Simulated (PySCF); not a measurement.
# Cl4Co ([CoCl4]-): the cost of one run

Programs: PySCF 2.14.0, with routines of our own; each step states its level. All values are computed. Atoms count from 0.

## Step 1: The starting structure

5 atoms, charge -1, states of the metal's open shell are computed; geometry from: model geometry, bond lengths from ionic radii.

## Step 2: Ligand-field states: state-averaged CASSCF

The job: settings as JSON, then the geometry in Å.

```
{"job": {"kind": "lf", "basis": {"metal": "x2c-TZVPall", "ligand": "x2c-SVPall"}, "nevpt": true}, "charge": -1, "metal": "Co", "open_shell": "d6"}
Co     0.000000     0.000000     0.000000
Cl     1.270170     1.270170     1.270171
Cl    -1.270170    -1.270170     1.270171
Cl    -1.270170     1.270170    -1.270171
Cl     1.270170    -1.270170    -1.270171
```

Level: state-averaged CASSCF of the metal d shell, SC-NEVPT2 on the averaged canonical orbitals, state-interaction spin-orbit coupling.

The run is started by

```sh
$ OMP_NUM_THREADS=1 python lf_run.py task.json out
```

The driver reads the jobs from task.json and runs them one after another.

Q: Estimate the wall time and peak memory of this first job on 1 thread of Arm Neoverse N1, shared host.

About 20 s, with a peak of 0.31 GiB.
